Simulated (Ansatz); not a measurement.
**Ga6N7 zinc blende off disc (Ga6N7H24+): one molecule under many settings**

How do the results and run time of Ga6N7 zinc blende off disc (Ga6N7H24+) respond when the settings are drawn wide?

Program: Ansatz 0.2.0, Gaussian basis. Level of theory: the settings change from run to run. These are calculated values, not measurements.

## 1. The relaxed structure

The structure was relaxed beforehand with PBE-D4/def2-SVP.

37 atoms, charge 1, spin multiplicity 1.

Atoms are counted from 1 here; the program's logs count them from 0.

Bond lengths: Ga1–N7 2.087 Å, Ga1–N8 2.034 Å, Ga1–H14 1.571 Å, Ga1–H15 1.575 Å, Ga2–N9 2.087 Å, Ga2–N10 2.034 Å, Ga2–H16 1.571 Å, Ga2–H17 1.575 Å, Ga3–N7 1.980 Å, Ga3–N9 1.980 Å, Ga3–N13 2.014 Å, Ga3–H18 1.560 Å, Ga4–N11 1.980 Å, Ga4–N12 1.980 Å, Ga4–N13 2.014 Å, Ga4–H19 1.560 Å, Ga5–N8 2.034 Å, Ga5–N11 2.087 Å and more. Angles: N7–Ga1–N8 104.9°, N7–Ga1–H14 104.3°, N7–Ga1–H15 102.1°, N8–Ga1–H14 106.2°, N8–Ga1–H15 107.1°, H14–Ga1–H15 129.8°, N9–Ga2–N10 104.9°, N9–Ga2–H16 104.3°, N9–Ga2–H17 102.1°, N10–Ga2–H16 106.2°, N10–Ga2–H17 107.1°, H16–Ga2–H17 129.8°, N7–Ga3–N9 108.9°, N7–Ga3–N13 103.9°, N7–Ga3–H18 113.3°, N9–Ga3–N13 103.9°, N9–Ga3–H18 113.3°, N13–Ga3–H18 112.8° and more.

## 2. CAM-B3LYP/cc-pVDZ

Set apart from the defaults: a grid of angular degree 11, D4 dispersion.

Contents of in.yaml:

```yaml
crystal:
  periodic: [false, false, false]
  atoms:
    - {symbol: Ga, position_ang: [-3.734277, 1.164670, 0.057298]}
    - {symbol: Ga, position_ang: [1.165075, -3.735387, 0.033798]}
    - {symbol: Ga, position_ang: [-1.278128, -1.278536, 0.239581]}
    - {symbol: Ga, position_ang: [1.272233, 1.273161, 0.253657]}
    - {symbol: Ga, position_ang: [-1.173524, 3.738650, 0.011701]}
    - {symbol: Ga, position_ang: [3.737916, -1.172345, 0.040194]}
    - {symbol: N, position_ang: [-2.388616, -0.106627, -0.906197]}
    - {symbol: N, position_ang: [-2.573218, 2.586452, 0.932969]}
    - {symbol: N, position_ang: [-0.108049, -2.381312, -0.915641]}
    - {symbol: N, position_ang: [2.577255, -2.582061, 0.935050]}
    - {symbol: N, position_ang: [0.115617, 2.381224, -0.910283]}
    - {symbol: N, position_ang: [2.389303, 0.113698, -0.898623]}
    - {symbol: N, position_ang: [-0.005428, -0.005034, 1.142832]}
    - {symbol: H, position_ang: [-4.497274, 1.882099, -1.114013]}
    - {symbol: H, position_ang: [-4.289553, 0.245945, 1.210137]}
    - {symbol: H, position_ang: [1.891920, -4.476905, -1.145605]}
    - {symbol: H, position_ang: [0.242942, -4.312518, 1.173068]}
    - {symbol: H, position_ang: [-2.112299, -2.119649, 1.254155]}
    - {symbol: H, position_ang: [2.098673, 2.107768, 1.280174]}
    - {symbol: H, position_ang: [-1.907367, 4.447862, -1.183393]}
    - {symbol: H, position_ang: [-0.258645, 4.348976, 1.139308]}
    - {symbol: H, position_ang: [4.471194, -1.896898, -1.145861]}
    - {symbol: H, position_ang: [4.324221, -0.259758, 1.182338]}
    - {symbol: H, position_ang: [-3.042774, -0.723996, -1.416178]}
    - {symbol: H, position_ang: [-1.889609, 0.387300, -1.659295]}
    - {symbol: H, position_ang: [-3.287360, 3.300959, 1.163784]}
    - {symbol: H, position_ang: [-2.254668, 2.287171, 1.867510]}
    - {symbol: H, position_ang: [-0.726740, -3.031873, -1.428634]}
    - {symbol: H, position_ang: [0.383519, -1.876759, -1.666592]}
    - {symbol: H, position_ang: [2.267848, -2.273658, 1.869700]}
    - {symbol: H, position_ang: [3.289816, -3.298165, 1.165819]}
    - {symbol: H, position_ang: [-0.363230, 1.877018, -1.669747]}
    - {symbol: H, position_ang: [0.742820, 3.031751, -1.413016]}
    - {symbol: H, position_ang: [1.891521, -0.368403, -1.660265]}
    - {symbol: H, position_ang: [3.043746, 0.739156, -1.398432]}
    - {symbol: H, position_ang: [-0.577079, 0.561789, 1.789314]}
    - {symbol: H, position_ang: [0.562218, -0.575775, 1.789396]}
basis:
  gaussian: {orbitals: cc-pVDZ, final_grid: {core_spheres: 5, valence_spheres: 4, degree: 11}}
total_charge: 1
hamiltonian: {xc: {name: CAM-B3LYP}, dispersion: d4}
scf: {omitted_lower_state_checks: [starts]}
output: {forces: true}
```

Run with:

```
ansatz run in.yaml --threads 2 --pin off --events-out ev --progress --plain --max-ram 20480MiB --backend cuda --devices 0, --max-vram 18GiB
```

Output, shortened:

```text
Functional definition: CAM-B3LYP
  name "CAM-B3LYP"
  cite "Yanai, Tew & Handy, Chem. Phys. Lett. 393, 51 (2004) doi:10.1016/j.cplett.2004.06.011"
  cite "Iikura, Tsuneda, Yanai & Hirao, J. Chem. Phys. 115, 3540 (2001) doi:10.1063/1.1383587"
  cite "Becke, Phys. Rev. A 38, 3098 (1988) doi:10.1103/PhysRevA.38.3098"
  cite "Lee, Yang & Parr, Phys. Rev. B 37, 785 (1988) doi:10.1103/PhysRevB.37.785"
  cite "Vosko, Wilk & Nusair, Can. J. Phys. 58, 1200 (1980) doi:10.1139/p80-159"
[...]
  # Exact exchange under (alpha + beta erf(omega r))/r, Becke's under what is left of 1/r.
[...]
3912 factors; integrals over basis functions are off by at most 1.2e-3 eV
1213 factors; integrals over basis functions are off by at most 4.6e-6 eV
[...]
mean field -325101.51359151 eV, -11947.2602627674 hartree, gradient 8.3e-5 eV, S^2 0.000000; 0 other end points of the search recorded, 0 dependent functions left out
[...]
reference -325101.51393439 eV, -11947.2602753682 hartree; 129, 129 occupied and 251, 251 virtual orbitals, 3912 factors
Total energy: -325102.97667318 eV, -11947.3140300271 hartree
Atom 0 at    -3.734277     1.164670     0.057298 Å, force    -0.033698     0.026462     0.164324 eV/Å
Atom 1 at     1.165075    -3.735387     0.033798 Å, force     0.018391    -0.044096     0.149422 eV/Å
Atom 2 at    -1.278128    -1.278536     0.239581 Å, force    -0.025842    -0.024839     0.124106 eV/Å
[...]
Atom 21 at     4.471194    -1.896898    -1.145861 Å, force    -0.087292     0.112998     0.162389 eV/Å
Atom 22 at     4.324221    -0.259758     1.182338 Å, force    -0.086346    -0.152489    -0.186183 eV/Å
Atom 23 at    -3.042774    -0.723996    -1.416178 Å, force     0.187242     0.163758     0.293109 eV/Å
Atom 24 at    -1.889609     0.387300    -1.659295 Å, force    -0.200424    -0.226070     0.260648 eV/Å
Atom 25 at    -3.287360     3.300959     1.163784 Å, force     0.249251    -0.251152    -0.028324 eV/Å
Atom 26 at    -2.254668     2.287171     1.867510 Å, force    -0.115345     0.093430    -0.186095 eV/Å
Atom 27 at    -0.726740    -3.031873    -1.428634 Å, force     0.161188     0.188864     0.297640 eV/Å
Atom 28 at     0.383519    -1.876759    -1.666592 Å, force    -0.231253    -0.194074     0.264477 eV/Å
Atom 29 at     2.267848    -2.273658     1.869700 Å, force     0.106615    -0.101526    -0.185560 eV/Å
Atom 30 at     3.289816    -3.298165     1.165819 Å, force    -0.247304     0.253222    -0.028665 eV/Å
Atom 31 at    -0.363230     1.877018    -1.669747 Å, force     0.241404     0.194254     0.250361 eV/Å
Atom 32 at     0.742820     3.031751    -1.413016 Å, force    -0.158131    -0.199102     0.287076 eV/Å
Atom 33 at     1.891521    -0.368403    -1.660265 Å, force     0.200276     0.236744     0.246585 eV/Å
Atom 34 at     3.043746     0.739156    -1.398432 Å, force    -0.198041    -0.160356     0.282440 eV/Å
Atom 35 at    -0.577079     0.561789     1.789314 Å, force     0.132822    -0.145768    -0.297181 eV/Å
Atom 36 at     0.562218    -0.575775     1.789396 Å, force    -0.142997     0.134967    -0.297784 eV/Å
Dipole moment:     0.006112     0.005461    -0.429154 e Å
Checks for a lower state left out: starts
```

It took 7 s on 1 × H100 (card shared with other runs) with 2 threads of AMD EPYC 7R13, shared host; peak host memory 1.8 GiB.

Largest force 0.547 eV/Å.

## 3. r2SCANh/def2-SVPD

Set apart from the defaults: density fitting with def2-universal-jkfit, D4 dispersion, relativity set to scalar.

in.yaml, as its differences from that of step 2:

```diff
@@ -41,6 +41,4 @@
 basis:
-  gaussian: {orbitals: cc-pVDZ, final_grid: {core_spheres: 5, valence_spheres: 4, degree: 11}}
+  gaussian: {orbitals: def2-SVPD, fitting: {mean_field: def2-universal-jkfit}}
 total_charge: 1
-hamiltonian: {xc: {name: CAM-B3LYP}, dispersion: d4}
-scf: {omitted_lower_state_checks: [starts]}
-output: {forces: true}
+hamiltonian: {xc: {name: r2SCANh}, dispersion: d4, pseudopotentials: {relativity: scalar}}
```

Same command.

Output, shortened:

```text
Functional definition: r2SCANh
  name "r2SCANh"
  cite "Bursch, Neugebauer, Ehlert & Grimme, J. Chem. Phys. 156, 134105 (2022) doi:10.1063/5.0086040"
  cite "Furness, Kaplan, Ning, Perdew & Sun, J. Phys. Chem. Lett. 11, 8208 (2020) doi:10.1021/acs.jpclett.0c02405"
  cite "Furness, Kaplan, Ning, Perdew & Sun, J. Phys. Chem. Lett. 11, 9248 (2020) doi:10.1021/acs.jpclett.0c03077"
  parent r2scan
[...]
2567 factors; integrals over basis functions are off by at most 3.5e-1 eV
[...]
mean field -327498.63778449 eV, -12035.3529520305 hartree, gradient 6.7e-5 eV, S^2 0.000000; 0 other end points of the search recorded, 0 dependent functions left out
reference -327498.63781344 eV, -12035.3529530942 hartree; 129, 129 occupied and 431, 431 virtual orbitals, 2567 factors
Total energy: -327499.12234987 eV, -12035.3707594795 hartree
Relativity: scalar
```

It took 6 s on 1 × H100 (card shared with other runs) with 2 threads of AMD EPYC 7R13, shared host; peak host memory 1.1 GiB.

## 4. CAM-B3LYP/cc-pVDZ

Options: charge 0, multiplicity 2, high accuracy.

in.yaml, as its differences from that of step 3:

```diff
@@ -41,4 +41,5 @@
 basis:
-  gaussian: {orbitals: def2-SVPD, fitting: {mean_field: def2-universal-jkfit}}
-total_charge: 1
-hamiltonian: {xc: {name: r2SCANh}, dispersion: d4, pseudopotentials: {relativity: scalar}}
+  gaussian: {orbitals: cc-pVDZ}
+magnetization: {spin_polarized: true, initial_magnetization: 1}
+hamiltonian: {xc: {name: CAM-B3LYP}}
+accuracy: high
```

Same command.

Output, shortened:

```text
Functional definition: CAM-B3LYP
  name "CAM-B3LYP"
  cite "Yanai, Tew & Handy, Chem. Phys. Lett. 393, 51 (2004) doi:10.1016/j.cplett.2004.06.011"
  cite "Iikura, Tsuneda, Yanai & Hirao, J. Chem. Phys. 115, 3540 (2001) doi:10.1063/1.1383587"
  cite "Becke, Phys. Rev. A 38, 3098 (1988) doi:10.1103/PhysRevA.38.3098"
  cite "Lee, Yang & Parr, Phys. Rev. B 37, 785 (1988) doi:10.1103/PhysRevB.37.785"
  cite "Vosko, Wilk & Nusair, Can. J. Phys. 58, 1200 (1980) doi:10.1139/p80-159"
[...]
  # Exact exchange under (alpha + beta erf(omega r))/r, Becke's under what is left of 1/r.
[...]
9524 factors; integrals over basis functions are off by at most 5.1e-8 eV
1489 factors; integrals over basis functions are off by at most 2.1e-9 eV
[...]
mean field -325104.26529686 eV, -11947.3613860740 hartree, gradient 7.7e-8 eV, S^2 0.750938; 6 other end points of the search recorded, 0 dependent functions left out
reference -325104.26533563 eV, -11947.3613874985 hartree; 130, 129 occupied and 250, 251 virtual orbitals, 9524 factors
Total energy: -325104.26533563 eV, -11947.3613874985 hartree
```

It took 37 s on 1 × H100 (card shared with other runs) with 2 threads of AMD EPYC 7R13, shared host; peak host memory 2.5 GiB.

⟨S²⟩ 0.751.

## 5. r2SCAN0/6-31G

Options: finite nuclei, the search for lower states set to light.

in.yaml, as its differences from that of step 4:

```diff
@@ -41,5 +41,5 @@
 basis:
-  gaussian: {orbitals: cc-pVDZ}
-magnetization: {spin_polarized: true, initial_magnetization: 1}
-hamiltonian: {xc: {name: CAM-B3LYP}}
-accuracy: high
+  gaussian: {orbitals: 6-31G, nuclear_model: gaussian}
+total_charge: 1
+hamiltonian: {xc: {name: r2SCAN0}}
+scf: {lower_state_search: light}
```

Launched as before.

Output, shortened:

```text
Functional definition: r2SCAN0
  name "r2SCAN0"
  cite "Bursch, Neugebauer, Ehlert & Grimme, J. Chem. Phys. 156, 134105 (2022) doi:10.1063/5.0086040"
  cite "Furness, Kaplan, Ning, Perdew & Sun, J. Phys. Chem. Lett. 11, 8208 (2020) doi:10.1021/acs.jpclett.0c02405"
  cite "Furness, Kaplan, Ning, Perdew & Sun, J. Phys. Chem. Lett. 11, 9248 (2020) doi:10.1021/acs.jpclett.0c03077"
  parent r2scan
[...]
3192 factors; integrals over basis functions are off by at most 5.2e-4 eV
[...]
mean field -325021.16117982 eV, -11944.3073661028 hartree, gradient 4.0e-5 eV, S^2 0.000000; 0 other end points of the search recorded, 0 dependent functions left out
reference -325021.16121295 eV, -11944.3073673203 hartree; 129, 129 occupied and 156, 156 virtual orbitals, 3192 factors
Total energy: -325021.16121295 eV, -11944.3073673203 hartree
```

It took 6 s on 1 × H100 (card shared with other runs) with 2 threads of AMD EPYC 7R13, shared host; peak host memory 1.1 GiB.

## 6. The runs in one table

```
            level  charge  multiplicity  geometry  functions  energy (eV)  time
CAM-B3LYP/cc-pVDZ       1             1   relaxed        380  -325102.977   7 s
r2SCANh/def2-SVPD       1             1   relaxed        560  -327499.122   6 s
CAM-B3LYP/cc-pVDZ       0             2   relaxed        380  -325104.265  37 s
    r2SCAN0/6-31G       1             1   relaxed        285  -325021.161   6 s
```

## 7. Results

| quantity | value |
| --- | --- |
| runs | 4 |
| quickest | r2SCANh/def2-SVPD, 6 s |
| slowest | CAM-B3LYP/cc-pVDZ, 37 s |
| spread of total energies, same state and geometry | 2478.0 eV |

**Reading.** Run time spans a factor of 6, from r2SCANh/def2-SVPD to CAM-B3LYP/cc-pVDZ. The jobs differ in tasks and options as well as level. The totals spread over 2478 eV; they can't be compared across methods or bases. Some of these runs are scalar-relativistic and others not, which shifts the totals of all-electron atoms past neon by several eV an atom and more; core potentials, where a basis has them, take the core out of the total altogether. At the PBE-D4/def2-SVP geometry and in the same state, the sound runs without point charges leave forces up to 0.55 eV/Å (CAM-B3LYP/cc-pVDZ).
